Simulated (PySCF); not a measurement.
# A diatomic session: AlCu−

Aim: find the lowest electronic state of AlCu−, scan its bond at several levels of theory, and get bond length, wavenumber and dissociation energy from each curve.

Computed with PySCF 2.14.0. Level: Al def2-TZVPPD, Cu def2-TZVPPD, no relativity.

4 further runs of the same task are left out: 4 set aside as unsound or not needed.

### 1 Set-up

A driver script around PySCF takes these settings:

| Quantity | Value |
| --- | --- |
| atoms | Al, Cu |
| charge | -1 |
| basis | Al def2-TZVPPD, Cu def2-TZVPPD |
| Hamiltonian | no relativity |
| basis functions | 115 |
| electrons treated | 43 |
| masses in u | 26.9815, 62.9296 |
| levels | PBE0, PBE, r²SCAN, revPBE, LDA, TPSSh, TPSS, BHandHLYP, LC-ωPBE, MP2, SCS-MP2 |
| grid | 80 radial by 434 angular points |
| occupations | held fixed by the projection of orbital angular momentum |
| dissociation limit | Al + Cu−, each in its ground configuration |
| starting distance in angstrom | 2.430 |
| values of 2S to try | 1, 3 |

Started as:

```sh
$ OMP_NUM_THREADS=2 python dia.py task.json out
```

The runs that follow: The PBE0 curve of the state that the search chose; PBE (GGA); r²SCAN; revPBE (GGA); LDA (local density); TPSSh; TPSS (meta-GGA); BHandHLYP (global hybrid GGA); LC-ωPBE.

**Question.** What will these runs give? Wanted: for each run, Re; ωe; De; μ.

The runs gave:

Lowest PBE0 solution found, without spin–orbit coupling: ²Π (doublet), unpaired electrons π ↑.

| level | Re (Å) | ωe (cm⁻¹) | De (eV) | μ (D) |
| --- | --- | --- | --- | --- |
| UHF-MP2 | 2.337 | 279.7 | 1.84 | n/a |
| UHF-SCS-MP2 | 2.382 | 256.8 | 1.62 | n/a |
| LDA | 2.316 | 288.3 | 2.26 | 2.73 |
| PBE | 2.390 | 260.6 | 1.94 | 3.03 |
| revPBE | 2.416 | 250.9 | 1.81 | 3.19 |
| TPSS | 2.382 | 262.8 | 1.95 | 3.42 |
| r²SCAN | 2.356 | 274.3 | 2.01 | 3.05 |
| TPSSh | 2.394 | 255.5 | 1.86 | 3.56 |
| PBE0 | 2.420 | 243.0 | 1.75 | 3.46 |
| BHandHLYP | 2.481 | 213.0 | 1.34 | 3.47 |

De is counted to Al + Cu− in their ground configurations. A positive dipole points from Al to Cu; in an ion it is taken about the centre of mass and does not tell which atom is negative. No constants: LC-ωPBE (the points don't follow one smooth fit).

The methods spread over 0.165 Å in bond length, from LDA to BHandHLYP. Of the levels with a De here, BHandHLYP gives the least (1.34 eV) and LDA the most (2.26 eV).

Correlated steps freeze 10 core orbitals. The state is the lowest single determinant that the PBE0 search found; with open d or f shells the true ground state can be another one. With some functionals the highest level of the anion is positive, from self-interaction error or because the anion is truly unbound there; the finite basis then holds the extra electron, and no neutral molecule was run to test the binding.
